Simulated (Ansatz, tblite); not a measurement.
**The cluster Al10As10H30: spin states and exact exchange**

Is the singlet the ground state of the cluster Al10As10H30? Other spin states are computed and compared level by level.

The runs use Ansatz 0.2.0, Gaussian basis; as each input shows.

The runs, in order: triplet, at the geometry of the singlet (GFN1-xTB, GFN2-xTB, PBE0-D4/def2-SVP, PBE-D4/def2-SVP); the singlet's energies come from earlier runs.

### 1 The relaxed structure

The geometry is that of the singlet, from an earlier relaxation (r2SCAN-D4/def2-SVP).

50 atoms, charge 0, spin multiplicity 1.

Bond lengths: Al1–As11 2.516 Å, Al1–As12 2.492 Å, Al1–As13 2.468 Å, Al1–H21 1.587 Å, Al2–As11 2.558 Å, Al2–As14 2.511 Å, Al2–H22 1.586 Å, Al2–H23 1.599 Å, Al3–As13 2.467 Å, Al3–As15 2.494 Å, Al3–As16 2.517 Å, Al3–H24 1.587 Å, Al4–As14 2.492 Å, Al4–As15 2.538 Å, Al4–H25 1.587 Å, Al4–H26 1.600 Å, Al5–As12 2.539 Å, Al5–As17 2.492 Å and more. Angles: As11–Al1–As12 96.4°, As11–Al1–As13 107.6°, As11–Al1–H21 112.3°, As12–Al1–As13 106.7°, As12–Al1–H21 116.6°, As13–Al1–H21 115.3°, As11–Al2–As14 101.5°, As11–Al2–H22 109.1°, As11–Al2–H23 101.5°, As14–Al2–H22 114.2°, As14–Al2–H23 105.2°, H22–Al2–H23 122.7°, As13–Al3–As15 106.8°, As13–Al3–As16 107.6°, As13–Al3–H24 115.3°, As15–Al3–As16 96.1°, As15–Al3–H24 116.4°, As16–Al3–H24 112.7° and more.

### 2 Triplet at the fixed geometry, GFN1-xTB

Tight binding, by tblite at 300 K electronic temperature and without a spin-polarisation term:

```python
tblite.interface.Calculator('GFN1-xTB', numbers, positions, charge=0, uhf=2).singlepoint()
```

Energy -1440.5118 eV; 0.76 s.

### 3 Triplet at the fixed geometry, GFN2-xTB

Tight binding, by tblite at 300 K electronic temperature and without a spin-polarisation term:

```python
tblite.interface.Calculator('GFN2-xTB', numbers, positions, charge=0, uhf=2).singlepoint()
```

Energy -1351.8607 eV; 0.81 s.

### 4 Triplet at the fixed geometry, PBE0-D4/def2-SVP

The input, in.yaml:

```yaml
crystal:
  periodic: [false, false, false]
  atoms:
    - {symbol: Al, position_ang: [-2.029469, -2.335338, -0.610298]}
    - {symbol: Al, position_ang: [-2.623383, 1.177078, -3.583048]}
    - {symbol: Al, position_ang: [-2.341584, 0.598255, 2.023526]}
    - {symbol: Al, position_ang: [-1.980684, 3.761174, -0.666806]}
    - {symbol: Al, position_ang: [0.688428, -2.007025, -3.762013]}
    - {symbol: Al, position_ang: [0.629896, -2.019677, 2.330540]}
    - {symbol: Al, position_ang: [3.591541, -2.602054, -1.185922]}
    - {symbol: Al, position_ang: [0.700986, 0.709371, -0.709604]}
    - {symbol: Al, position_ang: [1.157963, 3.572466, 2.632341]}
    - {symbol: Al, position_ang: [3.774939, 0.715516, 1.968083]}
    - {symbol: As, position_ang: [-3.164294, -1.053596, -2.453777]}
    - {symbol: As, position_ang: [-0.412860, -3.546226, -2.069228]}
    - {symbol: As, position_ang: [-0.716668, -0.723334, 0.719175]}
    - {symbol: As, position_ang: [-0.818724, 2.073088, -2.084392]}
    - {symbol: As, position_ang: [-3.540011, 2.069395, 0.405153]}
    - {symbol: As, position_ang: [-1.071943, 2.441610, 3.174426]}
    - {symbol: As, position_ang: [2.077785, -0.806645, -2.076405]}
    - {symbol: As, position_ang: [2.474398, -3.151811, 1.048086]}
    - {symbol: As, position_ang: [2.100293, -0.397755, 3.521753]}
    - {symbol: As, position_ang: [2.056396, 2.096877, 0.806904]}
    - {symbol: H, position_ang: [-3.047104, -3.228925, 0.217883]}
    - {symbol: H, position_ang: [-2.154154, 0.904630, -5.073125]}
    - {symbol: H, position_ang: [-3.924677, 2.037103, -3.231314]}
    - {symbol: H, position_ang: [-3.248044, -0.236960, 3.023568]}
    - {symbol: H, position_ang: [-2.757863, 4.858149, -1.509938]}
    - {symbol: H, position_ang: [-1.134256, 4.120520, 0.642901]}
    - {symbol: H, position_ang: [-0.617986, -1.175849, -4.168057]}
    - {symbol: H, position_ang: [1.559985, -2.806578, -4.822568]}
    - {symbol: H, position_ang: [-0.188650, -3.029920, 3.241340]}
    - {symbol: H, position_ang: [3.235758, -3.904872, -2.041540]}
    - {symbol: H, position_ang: [5.084194, -2.133986, -0.925618]}
    - {symbol: H, position_ang: [0.894236, 5.073769, 2.190137]}
    - {symbol: H, position_ang: [2.021397, 3.199105, 3.926576]}
    - {symbol: H, position_ang: [4.179247, -0.579449, 1.119977]}
    - {symbol: H, position_ang: [4.839751, 1.589192, 2.759098]}
    - {symbol: H, position_ang: [-3.359414, -2.091306, -3.533679]}
    - {symbol: H, position_ang: [-4.609149, -0.995834, -2.005458]}
    - {symbol: H, position_ang: [-1.215343, -4.641798, -2.730203]}
    - {symbol: H, position_ang: [0.515681, -4.420339, -1.263829]}
    - {symbol: H, position_ang: [0.105872, 2.877943, -2.969553]}
    - {symbol: H, position_ang: [-4.401550, 1.272707, -0.541360]}
    - {symbol: H, position_ang: [-4.644301, 2.721262, 1.202273]}
    - {symbol: H, position_ang: [-2.109786, 3.522120, 3.363291]}
    - {symbol: H, position_ang: [-1.025595, 1.988585, 4.617967]}
    - {symbol: H, position_ang: [2.958794, 0.116502, -2.887999]}
    - {symbol: H, position_ang: [2.029169, -4.598339, 0.997139]}
    - {symbol: H, position_ang: [3.561443, -3.340693, 2.079690]}
    - {symbol: H, position_ang: [2.769438, -1.198425, 4.614104]}
    - {symbol: H, position_ang: [1.294006, 0.527587, 4.399323]}
    - {symbol: H, position_ang: [2.835896, 3.002735, -0.119512]}
basis:
  gaussian: {orbitals: def2-SVP, fitting: {mean_field: def2-universal-jkfit}}
magnetization: {spin_polarized: true, initial_magnetization: 2}
hamiltonian: {xc: pbe0, dispersion: d4}
scf: {omitted_lower_state_checks: [starts]}
output: {orbitals: {seedname: orbitals}}
```

Run with:

```console
ansatz run in.yaml --threads 5 --pin off --events-out ev --progress --plain --max-ram 66560MiB --backend cuda --devices 0, --max-vram 37GiB
```

The program printed:

```text
Functional definition: PBE0
  name "PBE0"
  cite "Adamo & Barone, J. Chem. Phys. 110, 6158 (1999) doi:10.1063/1.478522"
  cite "Perdew, Burke & Ernzerhof, Phys. Rev. Lett. 77, 3865 (1996) doi:10.1103/PhysRevLett.77.3865"
  parent pbe
  parameter a = 0.25
  parameter kappa = 0.804
  parameter beta = 0.06672455060314922
  exchange = (1 - a)*pbe_x(kappa = kappa, mu = beta*pi^2/3) + a*exact_x
  correlation = pbe_c(beta = beta)
these checks for a lower state are left out or cut short: starts
4480 factors; integrals over basis functions are off by at most 3.5e-1 eV
mean field evaluation 1: about -674675.3839 eV, gradient 2.5e1 eV
mean field evaluation 2: about -674673.3065 eV, gradient 2.8e1 eV
mean field evaluation 4: about -674678.9455 eV, gradient 5.3e0 eV
mean field evaluation 8: about -674679.1692 eV, gradient 4.9e-1 eV
mean field evaluation 16: about -674679.1839 eV, gradient 9.5e-2 eV
mean field evaluation 32: about -674679.1890 eV, gradient 3.6e-3 eV
mean field -674679.18909098 eV, -24794.0028851139 hartree, gradient 6.0e-6 eV, S^2 2.005072; 0 other end points of the search recorded, 0 dependent functions left out
reference -674679.18916759 eV, -24794.0028879294 hartree; 246, 244 occupied and 404, 406 virtual orbitals, 4480 factors
Total energy: -674682.43990770 eV, -24794.1223504249 hartree
Checks for a lower state left out: starts
```

It took 69 s on 1 × H100 (card shared with other runs) with 5 threads of AMD EPYC 7R13, shared host; peak host memory 1.4 GiB.

From the report: HOMO -2.69 eV, LUMO -6.32 eV (over both spins; with the spin held, an empty level of the minority spin lies below the top filled one); ⟨S²⟩ 2.005 (pure: 2.00).

### 5 Triplet at the fixed geometry, PBE-D4/def2-SVP

start.molden holds the orbitals of an earlier run on this state, given as this run's starting guess.

Changes to in.yaml since step 4:

```diff
@@ -54,5 +54,5 @@
 basis:
-  gaussian: {orbitals: def2-SVP, fitting: {mean_field: def2-universal-jkfit}}
+  gaussian: {orbitals: def2-SVP, fitting: {mean_field: def2-universal-jkfit}, initial_orbitals: start.molden}
 magnetization: {spin_polarized: true, initial_magnetization: 2}
-hamiltonian: {xc: pbe0, dispersion: d4}
+hamiltonian: {xc: pbe, dispersion: d4}
 scf: {omitted_lower_state_checks: [starts]}
```

The command is unchanged.

The program printed:

```text
Functional definition: PBE
  name "PBE"
  cite "Perdew, Burke & Ernzerhof, Phys. Rev. Lett. 77, 3865 (1996) doi:10.1103/PhysRevLett.77.3865"
  parent pbe
  parameter kappa = 0.804
  parameter beta = 0.06672455060314922
  exchange = pbe_x(kappa = kappa, mu = beta*pi^2/3)
  correlation = pbe_c(beta = beta)
these checks for a lower state are left out or cut short: starts
4480 factors; integrals over basis functions are off by at most 3.5e-1 eV
mean field evaluation 1: about -674652.9245 eV, gradient 1.3e1 eV
mean field evaluation 2: about -674653.5017 eV, gradient 7.3e-1 eV
mean field evaluation 4: about -674653.5396 eV, gradient 2.4e-1 eV
mean field evaluation 8: about -674653.5451 eV, gradient 3.0e-4 eV
mean field evaluation 16: about -674653.5451 eV, gradient 4.2e-5 eV
mean field -674653.54514552 eV, -24793.0604875007 hartree, gradient 2.0e-6 eV, S^2 2.001521; 0 other end points of the search recorded, 0 dependent functions left out
reference -674653.54524977 eV, -24793.0604913315 hartree; 246, 244 occupied and 404, 406 virtual orbitals, 4480 factors
Total energy: -674657.09077829 eV, -24793.1907871014 hartree
Checks for a lower state left out: starts
```

Wall time 29 s (1 × H100 (card shared with other runs) with 5 threads of AMD EPYC 7R13, shared host); peak host memory 1.4 GiB.

From the report: HOMO -2.42 eV, LUMO -6.33 eV (over both spins; with the spin held, an empty level of the minority spin lies below the top filled one); ⟨S²⟩ 2.002 (pure: 2.00).

### 6 Triplet less singlet, vertical

The singlet's energies are those of its earlier runs, whose logs aren't repeated here.

| level | triplet less singlet, vertical (kJ/mol) | time |
| --- | --- | --- |
| GFN1-xTB | +344.4 | 1.3 s |
| GFN2-xTB | +269.4 | 1.3 s |
| PBE-D4/def2-SVP | +377.9 | 49 s |
| PBE0-D4/def2-SVP | +451.2 | 95 s |

Times add the two runs; a level without a time comes out of a correlated run. Tight binding without a spin term can't rank spin states.

### 7 Summary of results

```
                                               quantity                                       value
triplet less singlet, vertical, functionals in def2-SVP  +377.9 (PBE-D4) to +451.2 kJ/mol (PBE0-D4)
```

All functionals put the triplet above the singlet, over a spread of 73.3 kJ/mol. The checks for a lower triplet were left out, so another state of that spin may lie lower. These are electronic energies, without zero-point motion, entropy or surroundings.
